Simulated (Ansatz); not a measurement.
# Li2YFeC6N6: the cost of one run

Computed with Ansatz 0.2.0 (DFT PBE, scalar-relativistic, plane waves, PAW, unless a step's input says otherwise).

## 1. Starting point

Symmetry: Fm-3m, No. 225, cubic system. Conventional cell: a = 10.636 Å, b = 10.636 Å, c = 10.636 Å, α = 90.00°, β = 90.00°, γ = 90.00°. Li (site symmetry -43m) has 12 N at 3.79 Å and 12 C at 3.83 Å in its first shell of neighbours. Around Y (site symmetry m-3m) lie 6 N at 2.21 Å. Fe (site symmetry m-3m) is surrounded by 6 C at 1.94 Å. C (site symmetry 4mm) has 1 N at 1.17 Å and 1 Fe at 1.94 Å in its first shell of neighbours. Around N (site symmetry 4mm) lie 1 C at 1.17 Å.

Coordinates:

```
CELL_PARAMETERS angstrom
0.00000 5.31800 5.31800
5.31800 0.00000 5.31800
5.31800 5.31800 0.00000
ATOMIC_POSITIONS crystal
Li 0.25000 0.25000 0.25000
Li 0.75000 0.75000 0.75000
Y 0.50000 0.50000 0.50000
Fe 0.00000 0.00000 0.00000
C 0.81779 0.18221 0.18221
C 0.18221 0.81779 0.18221
C 0.18221 0.18221 0.81779
C 0.18221 0.81779 0.81779
C 0.81779 0.18221 0.81779
C 0.81779 0.81779 0.18221
N 0.70778 0.29222 0.29222
N 0.29222 0.70778 0.29222
N 0.29222 0.29222 0.70778
N 0.29222 0.70778 0.70778
N 0.70778 0.29222 0.70778
N 0.70778 0.70778 0.29222
```

Recipe of the guess: cyanide-bridged rock-salt net of two metals, 2 guest cations a cell (Fm-3m, No. 225). The dimensions are guesses.

## 2. The guess as it stands, on a coarse mesh

Input file input.yaml:

```yaml
crystal:
  lattice:
    - [0.0, 5.318, 5.318]
    - [5.318, 0.0, 5.318]
    - [5.318, 5.318, 0.0]
  atoms:
    - { symbol: Li, position: [0.25, 0.25, 0.25] }
    - { symbol: Li, position: [0.75, 0.75, 0.75] }
    - { symbol: "Y", position: [0.5, 0.5, 0.5] }
    - { symbol: Fe, position: [0.0, 0.0, 0.0], spin: 4.0 }
    - { symbol: C, position: [0.81778864, 0.18221136, 0.18221136] }
    - { symbol: C, position: [0.18221136, 0.81778864, 0.18221136] }
    - { symbol: C, position: [0.18221136, 0.18221136, 0.81778864] }
    - { symbol: C, position: [0.18221136, 0.81778864, 0.81778864] }
    - { symbol: C, position: [0.81778864, 0.18221136, 0.81778864] }
    - { symbol: C, position: [0.81778864, 0.81778864, 0.18221136] }
    - { symbol: "N", position: [0.70778488, 0.29221512, 0.29221512] }
    - { symbol: "N", position: [0.29221512, 0.70778488, 0.29221512] }
    - { symbol: "N", position: [0.29221512, 0.29221512, 0.70778488] }
    - { symbol: "N", position: [0.29221512, 0.70778488, 0.70778488] }
    - { symbol: "N", position: [0.70778488, 0.29221512, 0.70778488] }
    - { symbol: "N", position: [0.70778488, 0.70778488, 0.29221512] }
basis:
  ecutwfc: 420
kpoints:
  mp_grid: { grid: [4, 4, 4] }
hamiltonian:
  xc: pbe
scf:
  occupations: { method: gaussian, width: 0.1 }
  lower_state_search: "off"
output:
  forces: true
  stress: true
  eigenvalues: true
  populations: true
magnetization:
  spin_polarized: true
```

Started as:

```
$ ansatz run input.yaml --threads 1 --pin off --max-ram 2560MiB --backend cpu --events-out ev --progress --plain --runs-dir out
```

**Question.** How long does this run take on 1 thread of Intel Xeon 6975P-C (Granite Rapids), shared host, and how much memory does it need?

About 25 s, with a peak of 0.83 GiB.
